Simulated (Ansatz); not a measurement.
# ZrB2: the cost of one run

Program: Ansatz 0.2.0. Level of theory: DFT, r2SCAN, no spin polarisation, plane waves, PAW. These are calculated values, not measurements.

## 1. The system as given

It takes space group P6/mmm (No. 191, hexagonal). Conventional cell: a = 3.202 Å, b = 3.202 Å, c = 3.561 Å, α = 90.00°, β = 90.00°, γ = 120.00°. Zr (site symmetry 6/mmm) is surrounded by 12 B at 2.57 Å. Around B (site symmetry -6m2) lie 3 B at 1.85 Å and 6 Zr at 2.57 Å.

Coordinates:

```
Zr B
1.0
     1.60076    2.77260    0.00000
    -1.60076    2.77260    0.00000
     0.00000    0.00000    3.56062
Zr B
1 2
Direct
  0.00000 0.00000 0.00000
  0.33330 0.33340 0.50000
  0.66660 0.66670 0.50000
```

It starts from an earlier solution of the starting cell (checkpoint.read).

## 2. The relaxation

Contents of input.yaml:

```yaml
crystal:
  lattice:
    - [1.600761, 2.7726, 0.0]
    - [-1.600761, 2.7726, 0.0]
    - [0.0, 0.0, 3.560619]
  atoms:
    - { symbol: Zr, position: [0.0, 0.0, 0.0] }
    - { symbol: B, position: [0.3333, 0.3334, 0.5] }
    - { symbol: B, position: [0.6666, 0.6667, 0.5] }
  symmetry: { tolerance: 0.0003 }
kpoints:
  mp_grid: { grid: [11, 11, 9], shift: [0, 0, 0] }
magnetization:
  spin_polarized: false
scf:
  occupations: { method: fermi_dirac }
  lower_state_search: "off"
hamiltonian:
  pseudopotentials: { kind: paw }
  xc: r2scan
basis:
  ecutwfc: 500
  fft_grid_basis: typed
relax:
  max_steps: 80
  cell: { p_target: 5.0 }
  f_tol: 0.03
output:
  forces: true
  stress: true
  eigenvalues: true
  bader: true
  populations: true
  elf: true
  write_potential: true
  volumetric_format: npy
  dos:
    e_range: [-12, 8]
    de: 0.05
    projected: { site_lists: { B: [B], Zr: [Zr] } }
checkpoint:
  read: saved_state
```

On the command line:

```bash
> ansatz run input.yaml --threads 2 --pin off --max-ram 3584MiB --backend cpu --events-out ev --progress --plain --runs-dir out
```

**Question.** How long does this run take on 2 threads of Arm Neoverse V1, shared host, and how much memory does it need?

About 25 s, with a peak of 0.43 GiB.
